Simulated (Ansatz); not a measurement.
# GeH₄ (SMILES [GeH4]): a rigid scan of the bond length Ge1–H4

The task here is to estimate one member of a computed series from the others.

Program: Ansatz 0.2.0, Gaussian basis. Level of theory: single points in def2-TZVPP. These are calculated values, not measurements.

Levels: PBE-D4, r2SCAN-D4, PBE0-D4, B3LYP-D4, wB97M-V, Hartree-Fock, MP2, CCSD, CCSD(T). The scan takes 1.258, 1.323, 1.417, 1.528, 1.650, 1.783, 1.923, 2.070, 2.224 Å.

Cores are frozen in the correlated methods. Filled d shells of the heavier atoms are correlated. B3LYP uses VWN-RPA correlation.

19 further runs of the same task are left out: 19 set aside as unsound or not needed.

**The starting structure**

The minimum, relaxed at PBE0-D4: SMILES `[GeH4]`, 5 atoms, charge 0, spin multiplicity 1.

Atoms are counted from 1 here; the program's logs count them from 0.

Bond lengths: Ge1–H2 1.534 Å, Ge1–H3 1.534 Å, Ge1–H4 1.534 Å, Ge1–H5 1.534 Å. Angles: H2–Ge1–H3 109.5°, H2–Ge1–H4 109.5°, H2–Ge1–H5 109.5°, H3–Ge1–H4 109.5°, H3–Ge1–H5 109.5°, H4–Ge1–H5 109.5°.

Coordinates:

```
Ge    0.0001    0.0001    0.0000
H     1.1481   -0.7563    0.6806
H    -1.2388   -0.0300    0.9042
H    -0.3292   -0.6691   -1.3406
H     0.4198    1.4554   -0.2441
```

Energies of the minimum (eV), from earlier single points: PBE-D4 -56574.10681, r2SCAN-D4 -56582.67557, PBE0-D4 -56575.75418, B3LYP-D4 -56584.59117, wB97M-V -56579.31623, CCSD(T) -56544.89219.

At the minimum the bond length Ge1–H4 is 1.534 Å.

Set-up of the first run:

Input file ccsdt-tzvpp/in.yaml:

```yaml
crystal:
  periodic: [false, false, false]
  atoms:
    - {symbol: Ge, position_ang: [0.000062, 0.000070, -0.000034]}
    - {symbol: H, position_ang: [1.148134, -0.756324, 0.680597]}
    - {symbol: H, position_ang: [-1.238820, -0.029976, 0.904175]}
    - {symbol: H, position_ang: [-0.269928, -0.548697, -1.099363]}
    - {symbol: H, position_ang: [0.419817, 1.455363, -0.244116]}
basis:
  gaussian: {orbitals: def2-TZVPP}
correlation: {method: ccsd_t}
```

No record of the launch command was kept for these runs.

Among the steps run: Ge1–H4 = 1.258 Å; Ge1–H4 = 1.323 Å; Ge1–H4 = 1.417 Å; Ge1–H4 = 1.528 Å; Ge1–H4 = 1.650 Å; Ge1–H4 = 1.783 Å; Ge1–H4 = 1.923 Å; Ge1–H4 = 2.070 Å; Ge1–H4 = 2.224 Å.

One table of the session follows, with a row left open; its other results are not shown here.

It belongs to the step «The curves». Energies less that of the minimum at the same level (meV):

```
bond length (Å)  PBE-D4  PBE0-D4  B3LYP-D4  wB97M-V  Hartree-Fock
          1.258    1019      996       991      965          1054
          1.323     544      523       520      499           555
          1.417     153      139       139      125           148
          1.528       ?        ?         ?        ?             ?
1.534 (minimum)       0        0         0        0             0
          1.650      79       98        95      111           104
          1.783     332      379       368      406           405
          1.923     692      772       743      819           838
          2.070    1120     1236      1191     1301          1350
          2.224    1577     1733      1671     1815          1903
```

Estimate the missing values for bond length (Å) = 1.528.

**Answer.** PBE-D4: 1; PBE0-D4: 0; B3LYP-D4: 0; wB97M-V: 0; Hartree-Fock: 0.

To keep in mind: A polynomial through the near points puts the CCSD(T) minimum 0.007 Å below the PBE0-D4 value.
